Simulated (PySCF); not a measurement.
**BrF2HSi: core binding energies at several levels of theory**

How much do the core binding energies of BrF2HSi (`F[SiH](F)Br`) depend on the level of theory, and what does each level cost?

The runs use PySCF 2.14.0, with density-fitted response routines of our own; the level of theory stands in each step. All values are computed, except where a source is named. Atoms count from 0, in the outputs and in this text.

**1. The starting structure**

5 atoms, charge 0, multiplicity 1; geometry from: PBE0-D3(BJ)/def2-SVP.

Bonds of the start (Å): F0–Si1 1.60, Si1–F2 1.60, Si1–Br3 2.19, Si1–H4 1.47.

**2. Core holes by ΔSCF: SCAN, X2C**

Job settings and geometry (Å):

```
{"job": {"kind": "xps"}, "charge": 0, "multiplicity": 1}
F     -0.725571     1.286760    -1.003611
Si    -0.235819    -0.002601    -0.183168
F     -0.709351    -1.294713    -1.008609
Br     1.947570     0.012861    -0.063165
H     -0.855179    -0.009449     1.151428
```

Level: delta-SCF UKS SCAN, pcX-2 on the ionised atom, pcseg-1 elsewhere, spin-free X2C.

Command:

```bash
$ OMP_NUM_THREADS=1 python probes_run.py task.json out
```

One launch serves the whole session: the jobs run in the order shown.

The program printed:

```text
ground state, core basis on atom 0 (F), 109 functions
  cycle   1  E = -3089.18289444  |g| = 7.73e-01
  cycle   2  E = -3088.93829111  |g| = 1.50e+00
  cycle   3  E = -3089.27647457  |g| = 7.99e-02
  cycle   4  E = -3089.27755281  |g| = 4.85e-02
  cycle   5  E = -3089.27806644  |g| = 1.29e-02
  cycle   6  E = -3089.27808597  |g| = 6.74e-03
  cycle   7  E = -3089.27809144  |g| = 1.49e-03
  cycle   8  E = -3089.27808920  |g| = 1.93e-04
  E(ground) = -3089.44616647 Eh
hole in F 1s of atom 0
  cycle   1  E = -3062.90252809  |g| = 2.58e+00
  cycle   2  E = -3062.80507518  |g| = 2.13e+00
  cycle   3  E = -3063.72842237  |g| = 3.72e-01
  cycle   4  E = -3063.73958500  |g| = 3.04e-01
  cycle   5  E = -3063.79077701  |g| = 3.86e-02
  cycle   6  E = -3063.79107778  |g| = 2.63e-02
  cycle   7  E = -3063.79135680  |g| = 5.46e-03
  cycle   8  E = -3063.79137321  |g| = 1.08e-03
  cycle   9  E = -3063.79137423  |g| = 2.74e-04
  E(ion) = -3063.96504875 Eh   <S^2> = 0.7566   hole on atom = 1.000   binding energy = 693.377 eV
ground state, core basis on atom 1 (Si), 120 functions
  cycle   1  E = -3089.34239783  |g| = 3.13e-01
  cycle   2  E = -3089.33853543  |g| = 2.01e-01
  cycle   3  E = -3089.34053295  |g| = 1.63e-01
  cycle   4  E = -3089.34472230  |g| = 1.60e-02
  cycle   5  E = -3089.34475478  |g| = 4.35e-03
  cycle   6  E = -3089.34476032  |g| = 7.17e-04
  cycle   7  E = -3089.34475683  |g| = 3.75e-04
  E(ground) = -3089.47076632 Eh
hole in Si 1s of atom 1
  cycle   1  E = -3020.30149721  |g| = 4.35e+00
  cycle   2  E = -3019.66218440  |g| = 2.50e+00
  cycle   3  E = -3020.43940543  |g| = 1.19e+00
  cycle   4  E = -3021.26378314  |g| = 4.25e-01
  cycle   5  E = -3021.30395216  |g| = 2.60e-01
  cycle   6  E = -3021.33364298  |g| = 6.36e-02
  cycle   7  E = -3021.33537549  |g| = 1.33e-02
  cycle   8  E = -3021.33548943  |g| = 1.84e-03
  cycle   9  E = -3021.33549394  |g| = 7.20e-04
  cycle  10  E = -3021.33549301  |g| = 6.75e-04
  cycle  11  E = -3021.33549646  |g| = 2.89e-04
  E(ion) = -3021.46939862 Eh   <S^2> = 0.7522   hole on atom = 1.000   binding energy = 1850.411 eV
hole in Si 2p of atom 1
  cycle   1  E = -3084.97200461  |g| = 1.24e+00
  cycle   2  E = -3084.42955550  |g| = 1.45e+00
  cycle   3  E = -3085.12826586  |g| = 4.91e-01
  cycle   4  E = -3085.27423148  |g| = 1.06e-01
  cycle   5  E = -3085.27812974  |g| = 4.96e-02
  cycle   6  E = -3085.27906180  |g| = 2.18e-02
  cycle   7  E = -3085.27923893  |g| = 3.25e-03
  cycle   8  E = -3085.27924851  |g| = 6.47e-04
  cycle   9  E = -3085.27924721  |g| = 2.29e-04
  E(ion) = -3085.41587301 Eh   <S^2> = 0.7519   hole on atom = 1.003   binding energy = 110.339 eV
  2p3/2 = 110.176 eV   2p1/2 = 110.803 eV
```

It took 7.2 s on 1 thread of Arm Neoverse V1, shared host; peak memory 0.35 GiB.

Binding energies by hole, beside the orbital energy of the ground state; the difference holds orbital relaxation and, for a density functional, its self-interaction error:

```csv
hole,stands for,environment,ΔSCF (eV; 2p as the shell's mean),−ε (eV),⟨S²⟩
F1s on F0,"F0, F2",fluorine bonded to Si,693.38,667.3,0.757
Si1s on Si1,Si1,"silicon bonded to Br, 2 F, H",1850.41,1796.6,0.752
Si2p on Si1,Si1,"silicon bonded to Br, 2 F, H",110.38,99.1,0.752
```

Each hole run stands for the others of its class of like atoms.

With the spin-orbit splitting: Si1 2p3/2 110.18, 2p1/2 110.80 eV. The table gives each 2p level as the mean over the whole 2p shell (two parts 2p3/2, one part 2p1/2), which differs a little from the single hole in the log.

**3. Core holes by ΔSCF: B3LYP, X2C**

Same as in step 2 but for these lines:

```diff
@@ -1,2 +1,2 @@
-{"job": {"kind": "xps"}, "charge": 0, "multiplicity": 1}
+{"job": {"kind": "xps", "xc": "B3LYP"}, "charge": 0, "multiplicity": 1}
 F     -0.725571     1.286760    -1.003611
```

Level: delta-SCF UKS B3LYP, pcX-2 on the ionised atom, pcseg-1 elsewhere, spin-free X2C.

The program printed:

```text
ground state, core basis on atom 0 (F), 109 functions
  cycle   1  E = -3089.29359268  |g| = 7.61e-01
  cycle   2  E = -3089.12356440  |g| = 1.31e+00
  cycle   3  E = -3089.39248908  |g| = 6.50e-02
  cycle   4  E = -3089.39331332  |g| = 3.27e-02
  cycle   5  E = -3089.39355452  |g| = 7.98e-03
  cycle   6  E = -3089.39356346  |g| = 2.52e-03
  cycle   7  E = -3089.39356639  |g| = 3.63e-04
  E(ground) = -3089.39614443 Eh
hole in F 1s of atom 0
  cycle   1  E = -3063.02829719  |g| = 2.60e+00
  cycle   2  E = -3063.04362245  |g| = 2.10e+00
  cycle   3  E = -3063.89198097  |g| = 2.97e-01
  cycle   4  E = -3063.90118458  |g| = 2.12e-01
  cycle   5  E = -3063.92487694  |g| = 2.20e-02
  cycle   6  E = -3063.92496235  |g| = 1.40e-02
  cycle   7  E = -3063.92504668  |g| = 1.81e-03
  cycle   8  E = -3063.92505101  |g| = 3.50e-04
  E(ion) = -3063.92750469 Eh   <S^2> = 0.7545   hole on atom = 1.000   binding energy = 693.037 eV
ground state, core basis on atom 1 (Si), 120 functions
  cycle   1  E = -3089.42537956  |g| = 1.87e-01
  cycle   2  E = -3089.42436916  |g| = 1.25e-01
  cycle   3  E = -3089.42588622  |g| = 7.24e-02
  cycle   4  E = -3089.42672148  |g| = 1.05e-02
  cycle   5  E = -3089.42673454  |g| = 2.23e-03
  cycle   6  E = -3089.42673776  |g| = 2.75e-04
  E(ground) = -3089.43083862 Eh
hole in Si 1s of atom 1
  cycle   1  E = -3020.42187363  |g| = 4.39e+00
  cycle   2  E = -3020.22730859  |g| = 2.29e+00
  cycle   3  E = -3020.85788421  |g| = 1.03e+00
  cycle   4  E = -3021.42281069  |g| = 3.49e-01
  cycle   5  E = -3021.46618512  |g| = 1.42e-01
  cycle   6  E = -3021.47422129  |g| = 3.70e-02
  cycle   7  E = -3021.47483332  |g| = 5.14e-03
  cycle   8  E = -3021.47485014  |g| = 5.29e-04
  cycle   9  E = -3021.47485124  |g| = 1.45e-04
  E(ion) = -3021.47894817 Eh   <S^2> = 0.7517   hole on atom = 1.000   binding energy = 1849.065 eV
hole in Si 2p of atom 1
  cycle   1  E = -3085.06197247  |g| = 1.23e+00
  cycle   2  E = -3084.76925189  |g| = 1.27e+00
  cycle   3  E = -3085.27859218  |g| = 4.06e-01
  cycle   4  E = -3085.37044669  |g| = 7.60e-02
  cycle   5  E = -3085.37208057  |g| = 4.07e-02
  cycle   6  E = -3085.37277864  |g| = 7.85e-03
  cycle   7  E = -3085.37280336  |g| = 9.39e-04
  cycle   8  E = -3085.37280342  |g| = 2.16e-04
  E(ion) = -3085.37688039 Eh   <S^2> = 0.7520   hole on atom = 1.003   binding energy = 110.314 eV
  2p3/2 = 110.160 eV   2p1/2 = 110.784 eV
```

It took 11 s on 1 thread of Arm Neoverse V1, shared host; peak memory 0.43 GiB.

Binding energies by hole, beside the orbital energy of the ground state; the difference holds orbital relaxation and, for a density functional, its self-interaction error:

```csv
hole,stands for,environment,ΔSCF (eV; 2p as the shell's mean),−ε (eV),⟨S²⟩
F1s on F0,"F0, F2",fluorine bonded to Si,693.04,672.7,0.754
Si1s on Si1,Si1,"silicon bonded to Br, 2 F, H",1849.07,1806.1,0.752
Si2p on Si1,Si1,"silicon bonded to Br, 2 F, H",110.37,101.7,0.752
```

Each hole run stands for the others of its class of like atoms.

With the spin-orbit splitting: Si1 2p3/2 110.16, 2p1/2 110.78 eV. The table gives each 2p level as the mean over the whole 2p shell (two parts 2p3/2, one part 2p1/2), which differs a little from the single hole in the log.

**4. Core-electron binding energies: PBE0, X2C**

Same as in step 3 but for these lines:

```diff
@@ -1,2 +1,2 @@
-{"job": {"kind": "xps", "xc": "B3LYP"}, "charge": 0, "multiplicity": 1}
+{"job": {"kind": "xps", "xc": "PBE0"}, "charge": 0, "multiplicity": 1}
 F     -0.725571     1.286760    -1.003611
```

Method: delta-SCF UKS PBE0, pcX-2 on the ionised atom, pcseg-1 elsewhere, spin-free X2C.

The program printed:

```text
ground state, core basis on atom 0 (F), 109 functions
  cycle   1  E = -3088.63884534  |g| = 7.02e-01
  cycle   2  E = -3088.53014045  |g| = 1.11e+00
  cycle   3  E = -3088.72530903  |g| = 5.30e-02
  cycle   4  E = -3088.72584984  |g| = 2.56e-02
  cycle   5  E = -3088.72600144  |g| = 5.99e-03
  cycle   6  E = -3088.72600752  |g| = 1.96e-03
  cycle   7  E = -3088.72600737  |g| = 2.68e-04
  E(ground) = -3088.72783097 Eh
hole in F 1s of atom 0
  cycle   1  E = -3062.37901811  |g| = 2.60e+00
  cycle   2  E = -3062.50083240  |g| = 1.98e+00
  cycle   3  E = -3063.25582623  |g| = 2.60e-01
  cycle   4  E = -3063.26506286  |g| = 1.70e-01
  cycle   5  E = -3063.27946498  |g| = 1.94e-02
  cycle   6  E = -3063.27953598  |g| = 1.08e-02
  cycle   7  E = -3063.27959452  |g| = 1.40e-03
  cycle   8  E = -3063.27959325  |g| = 3.43e-04
  E(ion) = -3063.28131716 Eh   <S^2> = 0.7550   hole on atom = 1.000   binding energy = 692.435 eV
ground state, core basis on atom 1 (Si), 120 functions
  cycle   1  E = -3088.75738004  |g| = 2.30e-01
  cycle   2  E = -3088.75622546  |g| = 1.31e-01
  cycle   3  E = -3088.75765201  |g| = 8.90e-02
  cycle   4  E = -3088.75891710  |g| = 8.01e-03
  cycle   5  E = -3088.75892561  |g| = 1.72e-03
  cycle   6  E = -3088.75892664  |g| = 2.43e-04
  E(ground) = -3088.76213911 Eh
hole in Si 1s of atom 1
  cycle   1  E = -3019.78390541  |g| = 4.38e+00
  cycle   2  E = -3019.83225940  |g| = 2.10e+00
  cycle   3  E = -3020.35756145  |g| = 9.28e-01
  cycle   4  E = -3020.80128022  |g| = 2.91e-01
  cycle   5  E = -3020.83211918  |g| = 1.05e-01
  cycle   6  E = -3020.83658591  |g| = 2.68e-02
  cycle   7  E = -3020.83692551  |g| = 3.29e-03
  cycle   8  E = -3020.83693201  |g| = 4.22e-04
  E(ion) = -3020.84014212 Eh   <S^2> = 0.7517   hole on atom = 1.000   binding energy = 1848.252 eV
hole in Si 2p of atom 1
  cycle   1  E = -3084.40608082  |g| = 1.23e+00
  cycle   2  E = -3084.22352418  |g| = 1.15e+00
  cycle   3  E = -3084.64032913  |g| = 3.70e-01
  cycle   4  E = -3084.71459026  |g| = 6.42e-02
  cycle   5  E = -3084.71558139  |g| = 3.68e-02
  cycle   6  E = -3084.71616732  |g| = 5.56e-03
  cycle   7  E = -3084.71617955  |g| = 7.49e-04
  cycle   8  E = -3084.71618068  |g| = 2.29e-04
  E(ion) = -3084.71937277 Eh   <S^2> = 0.7524   hole on atom = 1.003   binding energy = 110.009 eV
  2p3/2 = 109.856 eV   2p1/2 = 110.478 eV
```

Run time: 10 s. Hardware: 1 thread of Arm Neoverse V1, shared host; peak memory 0.43 GiB.

Binding energies by hole, beside the orbital energy of the ground state; the difference holds orbital relaxation and, for a density functional, its self-interaction error:

```csv
hole,stands for,environment,ΔSCF (eV; 2p as the shell's mean),−ε (eV),⟨S²⟩
F1s on F0,"F0, F2",fluorine bonded to Si,692.43,675.1,0.755
Si1s on Si1,Si1,"silicon bonded to Br, 2 F, H",1848.25,1809.9,0.752
Si2p on Si1,Si1,"silicon bonded to Br, 2 F, H",110.06,102.5,0.752
```

Each hole run stands for the others of its class of like atoms.

With the spin-orbit splitting: Si1 2p3/2 109.86, 2p1/2 110.48 eV. The table gives each 2p level as the mean over the whole 2p shell (two parts 2p3/2, one part 2p1/2), which differs a little from the single hole in the log.

**5. Core-electron binding energies: PBE, X2C**

Same as in step 4 but for these lines:

```diff
@@ -1,2 +1,2 @@
-{"job": {"kind": "xps", "xc": "PBE0"}, "charge": 0, "multiplicity": 1}
+{"job": {"kind": "xps", "xc": "PBE"}, "charge": 0, "multiplicity": 1}
 F     -0.725571     1.286760    -1.003611
```

With the program's defaults for keys left out, this is: delta-SCF UKS PBE, pcX-2 on the ionised atom, pcseg-1 elsewhere, spin-free X2C.

The program printed:

```text
ground state, core basis on atom 0 (F), 109 functions
  cycle   1  E = -3088.52899524  |g| = 7.49e-01
  cycle   2  E = -3088.18309480  |g| = 1.66e+00
  cycle   3  E = -3088.62184469  |g| = 9.88e-02
  cycle   4  E = -3088.62365536  |g| = 6.11e-02
  cycle   5  E = -3088.62444631  |g| = 1.70e-02
  cycle   6  E = -3088.62449972  |g| = 6.21e-03
  cycle   7  E = -3088.62451021  |g| = 1.29e-03
  cycle   8  E = -3088.62450993  |g| = 1.66e-04
  E(ground) = -3088.62710657 Eh
hole in F 1s of atom 0
  cycle   1  E = -3062.28483363  |g| = 2.62e+00
  cycle   2  E = -3061.88374710  |g| = 2.40e+00
  cycle   3  E = -3063.06862941  |g| = 4.87e-01
  cycle   4  E = -3063.05443994  |g| = 4.71e-01
  cycle   5  E = -3063.18946965  |g| = 3.76e-02
  cycle   6  E = -3063.19019285  |g| = 1.46e-02
  cycle   7  E = -3063.19028384  |g| = 6.78e-03
  cycle   8  E = -3063.19030492  |g| = 1.48e-03
  cycle   9  E = -3063.19030865  |g| = 1.45e-04
  E(ion) = -3063.19277186 Eh   <S^2> = 0.7541   hole on atom = 1.000   binding energy = 692.103 eV
ground state, core basis on atom 1 (Si), 120 functions
  cycle   1  E = -3088.65529078  |g| = 2.85e-01
  cycle   2  E = -3088.65214323  |g| = 1.73e-01
  cycle   3  E = -3088.65210280  |g| = 1.71e-01
  cycle   4  E = -3088.65691148  |g| = 2.06e-02
  cycle   5  E = -3088.65696894  |g| = 6.12e-03
  cycle   6  E = -3088.65698268  |g| = 8.98e-04
  cycle   7  E = -3088.65697924  |g| = 4.62e-04
  E(ground) = -3088.66139156 Eh
hole in Si 1s of atom 1
  cycle   1  E = -3019.72443606  |g| = 4.42e+00
  cycle   2  E = -3018.37924202  |g| = 2.87e+00
  cycle   3  E = -3019.57983171  |g| = 1.33e+00
  cycle   4  E = -3020.64317423  |g| = 5.76e-01
  cycle   5  E = -3020.71559228  |g| = 3.95e-01
  cycle   6  E = -3020.78499810  |g| = 8.73e-02
  cycle   7  E = -3020.78765527  |g| = 2.73e-02
  cycle   8  E = -3020.78817438  |g| = 2.42e-03
  cycle   9  E = -3020.78817475  |g| = 6.18e-04
  cycle  10  E = -3020.78817445  |g| = 1.51e-04
  E(ion) = -3020.79259111 Eh   <S^2> = 0.7513   hole on atom = 1.000   binding energy = 1846.804 eV
hole in Si 2p of atom 1
  cycle   1  E = -3084.32188978  |g| = 1.24e+00
  cycle   2  E = -3083.40238591  |g| = 1.73e+00
  cycle   3  E = -3084.43669834  |g| = 5.45e-01
  cycle   4  E = -3084.62431208  |g| = 1.44e-01
  cycle   5  E = -3084.63576586  |g| = 2.84e-02
  cycle   6  E = -3084.63616112  |g| = 7.35e-03
  cycle   7  E = -3084.63618449  |g| = 3.46e-03
  cycle   8  E = -3084.63619143  |g| = 9.67e-04
  cycle   9  E = -3084.63619422  |g| = 1.34e-04
  E(ion) = -3084.64057727 Eh   <S^2> = 0.7516   hole on atom = 1.002   binding energy = 109.412 eV
  2p3/2 = 109.263 eV   2p1/2 = 109.892 eV
```

Run time: 4.8 s. Hardware: 1 thread of Arm Neoverse V1, shared host; peak memory 0.43 GiB.

The holes in one table. −ε is the ground-state orbital energy:

```csv
hole,stands for,environment,ΔSCF (eV; 2p as the shell's mean),−ε (eV),⟨S²⟩
F1s on F0,"F0, F2",fluorine bonded to Si,692.10,661.1,0.754
Si1s on Si1,Si1,"silicon bonded to Br, 2 F, H",1846.80,1786.4,0.751
Si2p on Si1,Si1,"silicon bonded to Br, 2 F, H",109.47,96.8,0.752
```

Each hole run stands for the others of its class of like atoms.

With the spin-orbit splitting: Si1 2p3/2 109.26, 2p1/2 109.89 eV. The table gives each 2p level as the mean over the whole 2p shell (two parts 2p3/2, one part 2p1/2), which differs a little from the single hole in the log.

**6. Core holes by ΔSCF: HF, X2C**

Same as in step 5 but for these lines:

```diff
@@ -1,2 +1,2 @@
-{"job": {"kind": "xps", "xc": "PBE"}, "charge": 0, "multiplicity": 1}
+{"job": {"kind": "xps", "xc": "HF"}, "charge": 0, "multiplicity": 1}
 F     -0.725571     1.286760    -1.003611
```

Method: delta-SCF UKS HF, pcX-2 on the ionised atom, pcseg-1 elsewhere, spin-free X2C.

The program printed:

```text
ground state, core basis on atom 0 (F), 109 functions
  cycle   1  E = -3086.07782164  |g| = 6.48e-01
  cycle   2  E = -3086.14368857  |g| = 3.94e-01
  cycle   3  E = -3086.16802393  |g| = 4.15e-02
  cycle   4  E = -3086.16855901  |g| = 1.21e-02
  cycle   5  E = -3086.16861945  |g| = 2.55e-03
  cycle   6  E = -3086.16862329  |g| = 7.28e-04
  cycle   7  E = -3086.16862370  |g| = 2.28e-04
  E(ground) = -3086.16862370 Eh
hole in F 1s of atom 0
  cycle   1  E = -3059.82650955  |g| = 2.56e+00
  cycle   2  E = -3060.49637309  |g| = 1.15e+00
  cycle   3  E = -3060.71065400  |g| = 7.71e-02
  cycle   4  E = -3060.71206935  |g| = 1.83e-02
  cycle   5  E = -3060.71223671  |g| = 1.01e-02
  cycle   6  E = -3060.71228921  |g| = 3.06e-03
  cycle   7  E = -3060.71229572  |g| = 5.27e-04
  cycle   8  E = -3060.71229606  |g| = 2.09e-04
  E(ion) = -3060.71229606 Eh   <S^2> = 0.7607   hole on atom = 1.000   binding energy = 692.702 eV
ground state, core basis on atom 1 (Si), 120 functions
  cycle   1  E = -3086.20214290  |g| = 1.02e-01
  cycle   2  E = -3086.20298618  |g| = 4.46e-02
  cycle   3  E = -3086.20326541  |g| = 1.07e-02
  cycle   4  E = -3086.20328581  |g| = 1.14e-03
  cycle   5  E = -3086.20328639  |g| = 4.02e-04
  E(ground) = -3086.20328639 Eh
hole in Si 1s of atom 1
  cycle   1  E = -3017.12418796  |g| = 4.31e+00
  cycle   2  E = -3018.00704999  |g| = 1.04e+00
  cycle   3  E = -3018.13175958  |g| = 1.89e-01
  cycle   4  E = -3018.14466502  |g| = 6.48e-02
  cycle   5  E = -3018.14632684  |g| = 1.06e-02
  cycle   6  E = -3018.14642558  |g| = 4.61e-03
  cycle   7  E = -3018.14645939  |g| = 1.64e-03
  cycle   8  E = -3018.14646581  |g| = 6.44e-04
  cycle   9  E = -3018.14646695  |g| = 2.98e-04
  E(ion) = -3018.14646695 Eh   <S^2> = 0.7541   hole on atom = 1.000   binding energy = 1851.920 eV
hole in Si 2p of atom 1
  cycle   1  E = -3081.84859310  |g| = 1.21e+00
  cycle   2  E = -3082.09100700  |g| = 4.59e-01
  cycle   3  E = -3082.14396645  |g| = 8.85e-02
  cycle   4  E = -3082.14719918  |g| = 2.56e-02
  cycle   5  E = -3082.14760072  |g| = 8.70e-03
  cycle   6  E = -3082.14768478  |g| = 4.21e-03
  cycle   7  E = -3082.14772077  |g| = 1.55e-03
  cycle   8  E = -3082.14772664  |g| = 6.08e-04
  cycle   9  E = -3082.14772761  |g| = 2.61e-04
  E(ion) = -3082.14772761 Eh   <S^2> = 0.7584   hole on atom = 1.003   binding energy = 110.357 eV
  2p3/2 = 110.186 eV   2p1/2 = 110.783 eV
```

Run time: 7.4 s. Hardware: 1 thread of Arm Neoverse V1, shared host; peak memory 0.43 GiB.

Binding energies by hole, beside the orbital energy of the ground state; the difference holds orbital relaxation and, for a density functional, its self-interaction error:

```csv
hole,stands for,environment,ΔSCF (eV; 2p as the shell's mean),−ε (eV),⟨S²⟩
F1s on F0,"F0, F2",fluorine bonded to Si,692.70,716.8,0.761
Si1s on Si1,Si1,"silicon bonded to Br, 2 F, H",1851.92,1879.7,0.754
Si2p on Si1,Si1,"silicon bonded to Br, 2 F, H",110.38,118.5,0.758
```

Each hole run stands for the others of its class of like atoms.

With the spin-orbit splitting: Si1 2p3/2 110.19, 2p1/2 110.78 eV. The table gives each 2p level as the mean over the whole 2p shell (two parts 2p3/2, one part 2p1/2), which differs a little from the single hole in the log.

**7. Core holes by ΔSCF: SCAN, X2C**

Same as in step 6 but for these lines:

```diff
@@ -1,2 +1,2 @@
-{"job": {"kind": "xps", "xc": "HF"}, "charge": 0, "multiplicity": 1}
+{"job": {"kind": "xps", "basis": "pcX-1"}, "charge": 0, "multiplicity": 1}
 F     -0.725571     1.286760    -1.003611
```

Method: delta-SCF UKS SCAN, pcX-1 on the ionised atom, pcseg-1 elsewhere, spin-free X2C.

The program printed:

```text
ground state, core basis on atom 0 (F), 88 functions
  cycle   1  E = -3089.11466832  |g| = 7.66e-01
  cycle   2  E = -3088.89215054  |g| = 1.44e+00
  cycle   3  E = -3089.20692186  |g| = 6.85e-02
  cycle   4  E = -3089.20781385  |g| = 3.77e-02
  cycle   5  E = -3089.20817758  |g| = 8.88e-03
  cycle   6  E = -3089.20819449  |g| = 4.54e-03
  cycle   7  E = -3089.20819932  |g| = 1.67e-03
  cycle   8  E = -3089.20820023  |g| = 1.58e-04
  E(ground) = -3089.37687658 Eh
hole in F 1s of atom 0
  cycle   1  E = -3062.84261142  |g| = 2.57e+00
  cycle   2  E = -3062.73586388  |g| = 2.10e+00
  cycle   3  E = -3063.64698982  |g| = 3.78e-01
  cycle   4  E = -3063.66342716  |g| = 2.97e-01
  cycle   5  E = -3063.71312341  |g| = 3.79e-02
  cycle   6  E = -3063.71343917  |g| = 2.34e-02
  cycle   7  E = -3063.71366871  |g| = 4.50e-03
  cycle   8  E = -3063.71368070  |g| = 9.30e-04
  cycle   9  E = -3063.71367944  |g| = 2.16e-04
  E(ion) = -3063.88730599 Eh   <S^2> = 0.7561   hole on atom = 1.000   binding energy = 693.607 eV
ground state, core basis on atom 1 (Si), 100 functions
  cycle   1  E = -3089.31102961  |g| = 1.90e-01
  cycle   2  E = -3089.31079414  |g| = 7.03e-02
  cycle   3  E = -3089.31047106  |g| = 7.69e-02
  cycle   4  E = -3089.31138869  |g| = 1.14e-02
  cycle   5  E = -3089.31140490  |g| = 8.57e-04
  cycle   6  E = -3089.31139978  |g| = 2.56e-04
  E(ground) = -3089.43707171 Eh
hole in Si 1s of atom 1
  cycle   1  E = -3020.26203759  |g| = 4.35e+00
  cycle   2  E = -3019.82264262  |g| = 2.36e+00
  cycle   3  E = -3020.49744325  |g| = 1.11e+00
  cycle   4  E = -3021.23370993  |g| = 3.78e-01
  cycle   5  E = -3021.26988988  |g| = 2.28e-01
  cycle   6  E = -3021.29125526  |g| = 5.84e-02
  cycle   7  E = -3021.29279622  |g| = 1.05e-02
  cycle   8  E = -3021.29287798  |g| = 1.34e-03
  cycle   9  E = -3021.29287943  |g| = 4.75e-04
  E(ion) = -3021.42683061 Eh   <S^2> = 0.7522   hole on atom = 1.000   binding energy = 1850.653 eV
hole in Si 2p of atom 1
  cycle   1  E = -3084.92937010  |g| = 1.23e+00
  cycle   2  E = -3084.50095638  |g| = 1.33e+00
  cycle   3  E = -3085.09441807  |g| = 4.64e-01
  cycle   4  E = -3085.22921892  |g| = 9.01e-02
  cycle   5  E = -3085.23211509  |g| = 4.33e-02
  cycle   6  E = -3085.23282504  |g| = 1.85e-02
  cycle   7  E = -3085.23295186  |g| = 2.60e-03
  cycle   8  E = -3085.23296140  |g| = 4.74e-04
  E(ion) = -3085.36890109 Eh   <S^2> = 0.7518   hole on atom = 1.003   binding energy = 110.701 eV
  2p3/2 = 110.548 eV   2p1/2 = 111.174 eV
```

Run time: 5.1 s. Hardware: 1 thread of Arm Neoverse V1, shared host; peak memory 0.43 GiB.

Binding energies by hole, beside the orbital energy of the ground state; the difference holds orbital relaxation and, for a density functional, its self-interaction error:

```csv
hole,stands for,environment,ΔSCF (eV; 2p as the shell's mean),−ε (eV),⟨S²⟩
F1s on F0,"F0, F2",fluorine bonded to Si,693.61,666.9,0.756
Si1s on Si1,Si1,"silicon bonded to Br, 2 F, H",1850.65,1796.7,0.752
Si2p on Si1,Si1,"silicon bonded to Br, 2 F, H",110.76,99.4,0.752
```

Each hole run stands for the others of its class of like atoms.

With the spin-orbit splitting: Si1 2p3/2 110.55, 2p1/2 111.17 eV. The table gives each 2p level as the mean over the whole 2p shell (two parts 2p3/2, one part 2p1/2), which differs a little from the single hole in the log.

(Part 1 of 2 ends here.)
